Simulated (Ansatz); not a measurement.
# MoHClOF3 (doublet): relaxing a cheap start

Where does this start of MoHClOF3 (doublet) end when it is relaxed?

Method: UKS PBE0/def2-SVP; program: Ansatz 0.2.0, Gaussian basis.

19 further runs of the same task are left out: 4 that didn't finish, 15 set aside as unsound or not needed. Runs told in other sessions of the task aren't counted.

## Step 1: The starting structure

7 atoms, charge 0, spin multiplicity 2.

Atoms are counted from 1 here; the program's logs count them from 0.

Bond lengths: O1–Mo2 2.051 Å, O1–H7 0.972 Å, Mo2–F3 1.925 Å, Mo2–F4 1.976 Å, Mo2–F5 1.977 Å, Mo2–Cl6 2.406 Å. Angles: Mo2–O1–H7 101.7°, O1–Mo2–F3 92.2°, O1–Mo2–F4 178.1°, O1–Mo2–F5 91.8°, O1–Mo2–Cl6 89.0°, F3–Mo2–F4 88.5°, F3–Mo2–F5 91.6°, F3–Mo2–Cl6 89.0°, F4–Mo2–F5 90.0°, F4–Mo2–Cl6 89.2°, F5–Mo2–Cl6 178.9°.

The start is a generated structure. Sticks and bond lists go by distance. No spin-orbit coupling is included. Elements past krypton take def2 core potentials.

## Step 2: Relaxation

Contents of in.yaml:

```yaml
crystal:
  periodic: [false, false, false]
  atoms:
    - {symbol: O, position_ang: [-0.526200, -1.711600, 0.580300]}
    - {symbol: Mo, position_ang: [-0.099000, 0.141700, -0.187700]}
    - {symbol: F, position_ang: [-1.239700, -0.145700, -1.711600]}
    - {symbol: F, position_ang: [0.373700, 1.906500, -0.939800]}
    - {symbol: F, position_ang: [-1.575700, 0.972100, 0.830700]}
    - {symbol: Cl, position_ang: [1.723800, -0.833300, -1.419700]}
    - {symbol: H, position_ang: [-0.667500, -2.232100, -0.228100]}
basis:
  gaussian: {orbitals: def2-SVP}
magnetization: {spin_polarized: true, initial_magnetization: 1}
hamiltonian: {xc: pbe0}
relax: {f_tol: 0.01, max_steps: 150}
```

On the command line:

```console
$ ansatz run in.yaml --threads 1 --pin off --events-out ev --progress --plain --max-ram 24576MiB --backend cuda --devices 0, --max-vram 18GiB
```

Q: Predict the outcome of this session. Wanted: energy gained; shift from the start; total energy; dipole moment; ⟨S²⟩.

The runs gave:

| quantity | value |
| --- | --- |
| steps | 14 |
| energy gained | 2.515 eV |
| shift from the start (rms) | 0.694 Å |
| total energy | -24571.1139 eV |
| dipole moment | 1.57 D |
| ⟨S²⟩ | 0.754 |

**Reading.** The bonds of the start are those of the end. O1–Mo2 went from 2.051 to 1.831 Å. No vibrations were run, so this is a stationary point, not a proven minimum, and this spin need not be the ground state's.
